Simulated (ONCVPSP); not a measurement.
# An ONCV potential for La, from input to tests

Aim: build the potential from the settings below, then test how well it stands in for the atom: other configurations, scattering, ghost states and the plane-wave cutoff that it needs.

Method: ONCVPSP 4.0.1, LDA (Perdew-Wang 92), scalar-relativistic.

### Step 1. The atom and the settings

The settings as typed:

- element: lanthanum (La, Z = 57)
- type: optimised norm-conserving Vanderbilt (ONCV)
- frozen core: [Xe]
- valence charge: 3
- reference configuration: 5d1 6s1 (charge +1)
- partial waves: 6s: rc 3.55 bohr, ncon 4, nbas 7, qcut 1.4 1/bohr, 1 projector; p scattering state at 0.3 Ha: rc 3.80 bohr, ncon 5, nbas 8, qcut 2.4 1/bohr, 2 projectors, debl 2.9 Ha; 5d: rc 2.95 bohr, ncon 4, nbas 8, qcut 5.5 1/bohr, 2 projectors, debl 2.1 Ha; f scattering state at 0.32 Ha: rc 2.70 bohr, ncon 3, nbas 7, qcut 4.8 1/bohr, 2 projectors, debl 1.7 Ha
- local potential: polynomial inside 2.60 bohr (lpopt 5, dvloc0 6 Ha)
- core correction: Teter function, fcfact 2, rcfact 1.55

The nodes and maxima of the atom's own shells, from an earlier all-electron run, set the scale for the radii.

All-electron outer shells of the reference configuration (LDA (PZ), scalar-relativistic, ld1.x):

```csv
shell,level (eV),outermost node (bohr),outermost maximum (bohr)
4f,-10.48,–,0.75
5d,-8.69,0.95,2.19
6s,-8.60,1.85,3.56
6p,-5.56,2.17,4.40
```

### Step 2. Generation

The input, La.dat:

```
# ATOM AND REFERENCE CONFIGURATION
# atsym  z   nc   nv     iexc    psfile
  La 57.00   11    2  -001012      upf
#
#   n    l    f
    1    0    2.00
    2    0    2.00
    2    1    6.00
    3    0    2.00
    3    1    6.00
    3    2   10.00
    4    0    2.00
    4    1    6.00
    4    2   10.00
    5    0    2.00
    5    1    6.00
    5    2    1.00
    6    0    1.00
#
# PSEUDOPOTENTIAL AND OPTIMIZATION
# lmax
    3
#
#   l,   rc,      ep,       ncon, nbas, qcut
    0    3.55    0.00    4    7    1.40
    1    3.80    0.30    5    8    2.40
    2    2.95    0.00    4    8    5.50
    3    2.70    0.32    3    7    4.80
#
# LOCAL POTENTIAL
# lloc, lpopt,  rc(5),   dvloc0
    4    5    2.60    6.00
#
# VANDERBILT-KLEINMAN-BYLANDER PROJECTORs
# l, nproj, debl
    0    1    2.20
    1    2    2.90
    2    2    2.10
    3    2    1.70
#
# MODEL CORE CHARGE
# icmod, fcfact, rcfact
    3    2.00    1.55
#
# LOG DERIVATIVE ANALYSIS
# epsh1, epsh2, depsh
   -2.00    5.00    0.02
#
# OUTPUT GRID
# rlmax, drl
    6.00    0.01
#
# TEST CONFIGURATIONS
# ncnf
    4
# nvcnf
#   n    l    f
    2
    5    2    1.00
    6    0    2.00
#
    2
    5    2    1.00
    6    0    0.00
#
    2
    5    2    1.00
    6    0    1.50
#
    3
    5    2    1.00
    6    0    0.00
    6    1    1.00
#
```

Started as:

```sh
$ oncvpsp.x < La.dat > La.out
```

Q: Predict the outcome of this session. Wanted: cutoffs for 1 and 0.1 mHa per electron, occupied waves; bound ghosts; GHOST(+) flags; largest test error; largest phase difference near zero energy, channels read; rms error of d²Exc/dn², without and with the model core; projector energies reset by the program.

The runs gave:

| quantity | value |
| --- | --- |
| cutoffs for 1 and 0.1 mHa per electron, occupied waves | 6.3 Ha and 8.0 Ha |
| bound ghosts | p at -1213.21 eV |
| GHOST(+) flags | s at 136 eV |
| largest test error (AE − PS) | -54 meV, for 5d1 6s0 |
| largest phase difference near zero energy, channels read | 0.240 rad |
| rms error of d²Exc/dn², without and with the model core | 21.47 and 11.70 mHa |
| projector energies reset by the program | p: 0.050, 2.950 Ha; f: -0.385, 1.315 Ha |

**Reading.** It has a bound ghost (p), a state that the atom doesn't have, and that rules the file out. By total energies transferability is fair: the largest error is 54 meV on 11.1 eV, for 5d1 6s0. By its cutoff, 6.3 Ha for the looser tolerance, it is soft on the atom at that tolerance. At the looser tolerance the 5d wave is the slowest; 6s needs 3 Ha. That counts occupied waves only; other projectors can need more. Near zero energy the largest phase difference among the channels read is 0.24 rad, in the f channel. The program also flags highly localised states, GHOST(+) (s). All of this concerns the isolated atom, not yet a solid.
